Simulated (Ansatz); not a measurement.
# H₉NSi₂Sn: basis-set convergence

An exercise on one series of results from a longer session: the logs are not shown, and one member is left open.

Computed with Ansatz 0.2.0, Gaussian basis. Level: one geometry, several basis sets.

Plan: PBE0-D4/def2-SVP; ωB97M-V/def2-SVP; PBE0-D4/def2-QZVPP; ωB97M-V/def2-QZVPP; the functionals' def2-TZVPP values are taken from earlier runs.

## The geometry

All runs share one geometry, relaxed beforehand with PBE0-D4 in a triple-zeta def2 set. Sn takes the def2 core potential; no spin-orbit term is included.

SMILES `[SiH3][N]([SiH3])[SnH3]`, 13 atoms, charge 0, spin multiplicity 1.

Atoms are counted from 1 here; the program's logs count them from 0.

Bond lengths: Si1–N2 1.727 Å, Si1–H5 1.489 Å, Si1–H6 1.492 Å, Si1–H7 1.487 Å, N2–Si3 1.727 Å, N2–Sn4 2.050 Å, Si3–H8 1.492 Å, Si3–H9 1.489 Å, Si3–H10 1.487 Å, Sn4–H11 1.702 Å, Sn4–H12 1.707 Å, Sn4–H13 1.702 Å. Angles: N2–Si1–H5 109.2°, N2–Si1–H6 113.0°, N2–Si1–H7 109.6°, H5–Si1–H6 107.2°, H5–Si1–H7 109.9°, H6–Si1–H7 107.8°, Si1–N2–Si3 121.5°, Si1–N2–Sn4 118.9°, Si3–N2–Sn4 118.9°, N2–Si3–H8 113.0°, N2–Si3–H9 109.2°, N2–Si3–H10 109.7°, H8–Si3–H9 107.2°, H8–Si3–H10 107.8°, H9–Si3–H10 109.9°, N2–Sn4–H11 106.0°, N2–Sn4–H12 108.8°, N2–Sn4–H13 106.0° and more.

Set-up of the first run:

in.yaml

```yaml
crystal:
  periodic: [false, false, false]
  atoms:
    - {symbol: Si, position_ang: [-0.891994, 1.217087, -0.942865]}
    - {symbol: N, position_ang: [0.077266, 0.111541, -0.037660]}
    - {symbol: Si, position_ang: [1.090608, 0.646823, 1.253740]}
    - {symbol: Sn, position_ang: [-0.184052, -1.901576, -0.324201]}
    - {symbol: H, position_ang: [-1.131683, 0.660001, -2.302598]}
    - {symbol: H, position_ang: [-2.227664, 1.462563, -0.325778]}
    - {symbol: H, position_ang: [-0.191449, 2.524826, -1.048646]}
    - {symbol: H, position_ang: [0.377202, 0.725658, 2.561373]}
    - {symbol: H, position_ang: [2.215521, -0.313607, 1.423707]}
    - {symbol: H, position_ang: [1.623911, 2.000132, 0.943514]}
    - {symbol: H, position_ang: [-0.581082, -2.093887, -1.968020]}
    - {symbol: H, position_ang: [-1.450463, -2.442564, 0.684964]}
    - {symbol: H, position_ang: [1.294480, -2.631598, 0.097270]}
basis:
  gaussian: {orbitals: def2-SVP}
hamiltonian: {xc: pbe0, dispersion: d4}
output: {orbitals: {seedname: orbitals}}
```

Command:

```
$ ansatz run in.yaml --threads 4 --pin off --events-out ev --progress --plain --max-ram 10444MiB
```

Steps of the session up to this table: PBE0-D4 in def2-SVP; ωB97M-V in def2-SVP; PBE0-D4 in def2-QZVPP; ωB97M-V in def2-QZVPP.

One table of the session follows, with a row left open; its other results are not shown here.

It belongs to the step «Functionals by basis». 

| functional | basis | HOMO (eV) |
| --- | --- | --- |
| PBE0-D4 | def2-SVP | -7.30 |
| PBE0-D4 | def2-TZVPP | -7.41 |
| PBE0-D4 | def2-QZVPP | -7.43 |
| ωB97M-V | def2-SVP | -9.50 |
| ωB97M-V | def2-TZVPP | -9.66 |
| ωB97M-V | def2-QZVPP | ? |

**Question.** Estimate the row for ωB97M-V, def2-QZVPP.

As computed: HOMO (eV): -9.67. In the column «HOMO (eV)» it is the lowest.
